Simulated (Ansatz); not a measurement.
# MoTe2 (Te2Mo-type): how the settings move a single-point run

How sensitive is a single-point run of MoTe2 (Te2Mo-type) to its settings? A reference run comes first, then three runs with altered input.

Program: Ansatz 0.2.0. Level of theory: reference: DFT PBE, spin-orbit coupling, plane waves, PAW. These are calculated values, not measurements.

2 further runs of the same task are left out: 1 that didn't finish, 1 set aside as unsound or not needed. Runs told in other sessions of the task aren't counted.

### 1 The structure to begin with

It takes space group P6_3/mmc (No. 194, hexagonal). The conventional cell has a = 3.559 Å, b = 3.559 Å, c = 15.170 Å, α = 90.00°, β = 90.00°, γ = 120.00°. Around Te (site symmetry 3m) lie 3 Mo at 2.74 Å. Around Mo (site symmetry -6m2) lie 6 Te at 2.74 Å.

Structure file:

```cif
data_structure
_symmetry_space_group_name_H-M 'P6_3/mmc'
_symmetry_Int_Tables_number 194
_cell_length_a 3.5586
_cell_length_b 3.5586
_cell_length_c 15.1701
_cell_angle_alpha 90.000
_cell_angle_beta 90.000
_cell_angle_gamma 120.000
_cell_volume 166.37
loop_
_atom_site_label
_atom_site_type_symbol
_atom_site_symmetry_multiplicity
_atom_site_Wyckoff_symbol
_atom_site_fract_x
_atom_site_fract_y
_atom_site_fract_z
_atom_site_occupancy
Te1 Te 4 f 0.33333 0.66667 0.63078 1
Mo1 Mo 2 c 0.33333 0.66667 0.25000 1
```

### 2 The reference run

The input, input.yaml:

```yaml
crystal:
  lattice:
    - [3.5585664647, 0.0, 0.0]
    - [-1.7792832324, 3.0818089595, 0.0]
    - [0.0, 0.0, 15.170057505]
  atoms:
    - { symbol: Te, position: [0.3333333333, 0.6666666667, 0.6307825715] }
    - { symbol: Te, position: [0.6666666667, 0.3333333333, 0.1307825715] }
    - { symbol: Te, position: [0.3333333333, 0.6666666667, 0.8692174285] }
    - { symbol: Te, position: [0.6666666667, 0.3333333333, 0.3692174285] }
    - { symbol: Mo, position: [0.3333333333, 0.6666666667, 0.25], spin: 0.05, spin_axis: [0.0, 0.0, 1.0] }
    - { symbol: Mo, position: [0.6666666667, 0.3333333333, 0.75], spin: 0.05, spin_axis: [0.0, 0.0, 1.0] }
basis:
  ecutwfc: 420
  ecutrho_ratio: 4
kpoints:
  mp_grid: { grid: [8, 8, 2] }
  band_path:
    path:
      - [[0.0, 0.0, 0.0], [0.5, 0.0, 0.0], [0.33333333, 0.33333333, 0.0], [0.0, 0.0, 0.0], [0.0, 0.0, 0.5], [0.5, 0.0, 0.5], [0.33333333, 0.33333333, 0.5], [0.0, 0.0, 0.5]]
      - [[0.5, 0.0, 0.5], [0.5, 0.0, 0.0]]
      - [[0.33333333, 0.33333333, 0.5], [0.33333333, 0.33333333, 0.0]]
    npoints: 10
hamiltonian:
  xc: pbe
scf:
  occupations: { method: gaussian, width: 0.05 }
  lower_state_search: "off"
  n_extra_bands: 46
output:
  forces: true
  stress: true
  eigenvalues: true
  populations: true
  dos: { projected: true, de: 0.02, nscf_kmesh: { grid: [12, 12, 3] } }
  bader: false
  write_density: true
  write_potential: true
  elf: true
  volumetric_format: npy
magnetization:
  noncollinear: true
  spin_orbit: true
checkpoint:
  read: start.run
  write: ck
  compress: false
  write_wavefunctions: false
  write_every: 100000
```

On the command line:

```sh
$ ansatz run input.yaml --threads 4 --pin off --max-ram 7168MiB --backend cpu --events-out ev --progress --plain --runs-dir out
```

### 3 Changing settings: mp_grid.grid [5, 5, 1], lower_state_search left out

The input, input.yaml:

```yaml
crystal:
  lattice:
    - [3.558566464708, 2.88675880234e-11, 0.0]
    - [-1.779283232379, 3.081808959478, 0.0]
    - [0.0, 0.0, 15.170057505]
  atoms:
    - { symbol: Te, position: [0.3333333333333, 0.6666666666667, 0.6307825715] }
    - { symbol: Te, position: [0.6666666666667, 0.3333333333333, 0.1307825715] }
    - { symbol: Te, position: [0.3333333333333, 0.6666666666667, 0.8692174285] }
    - { symbol: Te, position: [0.6666666666667, 0.3333333333333, 0.3692174285] }
    - { symbol: Mo, position: [0.3333333333333, 0.6666666666667, 0.25], spin: 2.0, spin_axis: [0.0, 0.0, 1.0] }
    - { symbol: Mo, position: [0.6666666666667, 0.3333333333333, 0.75], spin: 2.0, spin_axis: [0.0, 0.0, 1.0] }
basis:
  ecutwfc: 420
  ecutrho_ratio: 4
kpoints:
  mp_grid: { grid: [5, 5, 1] }
hamiltonian:
  xc: pbe
scf:
  occupations: { method: gaussian, width: 0.05 }
output:
  forces: true
  stress: true
  write_density: true
  write_potential: true
  elf: true
  volumetric_format: npy
magnetization:
  noncollinear: true
  spin_orbit: true
```

### 4 Changing settings: occupations.method methfessel_paxton, occupations.width 0.01, lower_state_search left out

The input, input.yaml:

```yaml
crystal:
  lattice:
    - [3.558566464708, 2.88675880234e-11, 0.0]
    - [-1.779283232379, 3.081808959478, 0.0]
    - [0.0, 0.0, 15.170057505]
  atoms:
    - { symbol: Te, position: [0.3333333333333, 0.6666666666667, 0.6307825715] }
    - { symbol: Te, position: [0.6666666666667, 0.3333333333333, 0.1307825715] }
    - { symbol: Te, position: [0.3333333333333, 0.6666666666667, 0.8692174285] }
    - { symbol: Te, position: [0.6666666666667, 0.3333333333333, 0.3692174285] }
    - { symbol: Mo, position: [0.3333333333333, 0.6666666666667, 0.25], spin: 2.0, spin_axis: [0.0, 0.0, 1.0] }
    - { symbol: Mo, position: [0.6666666666667, 0.3333333333333, 0.75], spin: 2.0, spin_axis: [0.0, 0.0, 1.0] }
basis:
  ecutwfc: 420
  ecutrho_ratio: 4
kpoints:
  mp_grid: { grid: [8, 8, 2] }
hamiltonian:
  xc: pbe
scf:
  occupations: { method: methfessel_paxton, width: 0.01 }
output:
  forces: true
  stress: true
magnetization:
  noncollinear: true
  spin_orbit: true
```

### 5 Variant: hubbard.sites [{species: Mo, l: d, u_eff: 5.0}], hubbard.double_counting fll, lower_state_search left out

The input, input.yaml:

```yaml
crystal:
  lattice:
    - [3.558566464708, 2.88675880234e-11, 0.0]
    - [-1.779283232379, 3.081808959478, 0.0]
    - [0.0, 0.0, 15.170057505]
  atoms:
    - { symbol: Te, position: [0.3333333333333, 0.6666666666667, 0.6307825715] }
    - { symbol: Te, position: [0.6666666666667, 0.3333333333333, 0.1307825715] }
    - { symbol: Te, position: [0.3333333333333, 0.6666666666667, 0.8692174285] }
    - { symbol: Te, position: [0.6666666666667, 0.3333333333333, 0.3692174285] }
    - { symbol: Mo, position: [0.3333333333333, 0.6666666666667, 0.25], spin: 2.0, spin_axis: [0.0, 0.0, 1.0] }
    - { symbol: Mo, position: [0.6666666666667, 0.3333333333333, 0.75], spin: 2.0, spin_axis: [0.0, 0.0, 1.0] }
basis:
  ecutwfc: 420
  ecutrho_ratio: 4
kpoints:
  mp_grid: { grid: [8, 8, 2] }
hamiltonian:
  xc: pbe
  hubbard: { sites: [{ species: Mo, l: d, u_eff: 5.0 }], double_counting: fll }
scf:
  occupations: { method: gaussian, width: 0.05 }
output:
  forces: true
  stress: true
magnetization:
  noncollinear: true
  spin_orbit: true
```

Before running it: what results should come out? Wanted: for each run, ending; energy change; pressure; gap; abs. moment; force.

**Answer**, as computed:

| run | ending | energy change | pressure (GPa) | gap (eV) | abs. moment (μB) | force (eV/Å) | cycles | time |
| --- | --- | --- | --- | --- | --- | --- | --- | --- |
| reference | converged | 0 | 0.0 | 1.04 | 0.00 | 0.00 | - | 4.1 min |
| 1: mp_grid.grid [5, 5, 1], lower_state_search left out | converged | +3.8 meV/atom | 0.1 | 1.04 | 0.00 | 0.02 | 15 | 18 s |
| 2: occupations.method methfessel_paxton, occupations.width 0.01, lower_state_search left out | converged | 0.0 meV/atom (σ→0) | 0.0 | 1.04 | 0.00 | 0.00 | 15 | 44 s |
| 3: hubbard.sites [{species: Mo, l: d, u_eff: 5.0}], hubbard.double_counting fll, lower_state_search left out | converged | +1.91 eV/atom (Hubbard term changed: no physical gain or loss) | 10.6 | 0.00 | 6.94 | 1.15 | 16 | 46 s |

Times don't compare one to one where runs were asked for different outputs or read a saved state (see the inputs); cycles may leave out searches for a lower state.

Residual by cycle in the longest SCF loop of each run; runs are numbered as in the table. The quantity is the density residual dr2, in eV.

| cycle | reference | run 1 | run 2 | run 3 |
| --- | --- | --- | --- | --- |
| 1 | 7.5e-10 | 5.27 | 5.24 | 3.61 |
| 2 | 5.6e-10 | 1.68 | 1.67 | 1.45 |
| 4 | - | 0.0287 | 0.0281 | 0.0877 |
| 5 | - | 0.0125 | 0.0123 | 0.04 |
| 6 | - | 0.00172 | 0.00168 | 0.0383 |
| 8 | - | 8.1e-5 | 8.0e-5 | 0.00198 |
| 9 | - | 5.1e-5 | 5.1e-5 | 7.5e-4 |
| 11 | - | 4.1e-4 | 4.6e-4 | 4.4e-5 |
| 12 | - | 3.8e-5 | 2.8e-5 | 1.3e-5 |
| 13 | - | 7.9e-7 | 3.4e-7 | 6.2e-6 |
| 15 | - | 2.9e-9 | 2.7e-9 | 1.3e-7 |
| 16 | - | - | - | 5.7e-9 |

What this shows: A changed U is a change of model: its shifts are not errors of convergence.
